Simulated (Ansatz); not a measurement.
Working through cell relaxations under several functionals of NaVF3, space group Pm-3m

Program: Ansatz 0.2.0 through its Python package.

`navf3.extxyz`
```text
5
Lattice="4.167837 0.0 0.0 0.0 4.167837 0.0 0.0 0.0 4.167837" Properties=species:S:1:pos:R:3:initial_magmoms:R:1 pbc="T T T"
Na    0.00000000    0.00000000    0.00000000  0.00
V     2.08391850    2.08391850    2.08391850  1.00
F     0.00000000    2.08391850    2.08391850  0.00
F     2.08391850    0.00000000    2.08391850  0.00
F     2.08391850    2.08391850    0.00000000  0.00
```

Run as a notebook:

**Cell 1**
```python
from dataclasses import dataclass

import ansatz as az
import numpy as np
```

**Cell 2**
```python
@dataclass
class RunConfig:
    mesh: tuple[int, ...] = (6, 6, 6)
    filling: str = "fermi_dirac"


settings = RunConfig()
```

**Cell 3**
```python
def edges_and_angles(cell):
    cell = np.asarray(cell)
    a, b, c = np.linalg.norm(cell, axis=1)
    cosines = cell[1] @ cell[2] / (b * c), cell[0] @ cell[2] / (a * c), cell[0] @ cell[1] / (a * b)
    return (a, b, c, *np.degrees(np.arccos(cosines)))
```

**Cell 4**
```python
system = az.Crystal.from_extxyz("navf3.extxyz")
```

**Cell 5**
```python
len(system.resolved().sites)
```
Output:
```text
5
```

**Cell 6**
```python
calculation = (
    system.calculation()
    .basis(21 * az.Ha)
    .kpoints(mesh=settings.mesh)
    .occupations(settings.filling)
    .spin("collinear")
    .relax(cell=True)
)
```

**Cell 7**
```python
levels = [("pbesol", "d3bj"), ("blyp", "d3bj"), ("pbesol", "none")]
print("level            a       b       c    alpha   beta  gamma  V/atom  steps")
for name, dispersion in levels:
    seen = []
    run = calculation.functional(name, dispersion=dispersion).session().plan()
    out = run.execute(on_event=lambda e: seen.append(e) if e["event"] == "relax_step" else None)
    cell = out.lattice.cell_ang
    label = name if dispersion == "none" else f"{name}+{dispersion}"
    print("{:13s} {:7.4f} {:7.4f} {:7.4f} {:6.2f} {:6.2f} {:6.2f}".format(label, *edges_and_angles(cell)), f"{abs(np.linalg.det(cell)) / len(out.lattice.sites):7.3f} {len(seen):5d}")
```
Output:
```text
level            a       b       c    alpha   beta  gamma  V/atom  steps
pbesol+d3bj    4.0226  4.0226  4.0226  90.00  90.00  90.00  13.018     5
blyp+d3bj      4.0836  4.0836  4.0836  90.00  90.00  90.00  13.620     5
pbesol         4.0518  4.0518  4.0518  90.00  90.00  90.00  13.304     5
```

From smallest to largest: PBEsol+D3BJ (13.02 Å³ an atom, -10.1 % against the start), PBEsol (13.30 Å³ an atom, -8.1 % against the start) and BLYP+D3BJ (13.62 Å³ an atom, -5.9 % against the start). The spread is 4.6 % in volume.

What to keep in mind:
- Forces vanish by symmetry, so the ions can't move, and the end may be a saddle.
- BLYP and dispersion corrections can be off by several per cent in the lattices of metals, and by several GPa in the pressure at a fixed cell.
- The mesh is modest for a metal, so energies can be off by several to tens of meV an atom and pressures by half a GPa or more; differences at equal mesh fare better.
- With one magnetic atom the cell can hold only ferromagnetic order.
- Without a Hubbard U or exact exchange, semilocal functionals often make such 3d compounds metallic or too weakly gapped.
- The structure comes from a database of computed cells and needn't be a stable or known phase.
- Run time: 3.2 min on 1 thread of Arm Neoverse N1, with other jobs on the host, peak memory 0.55 GiB.
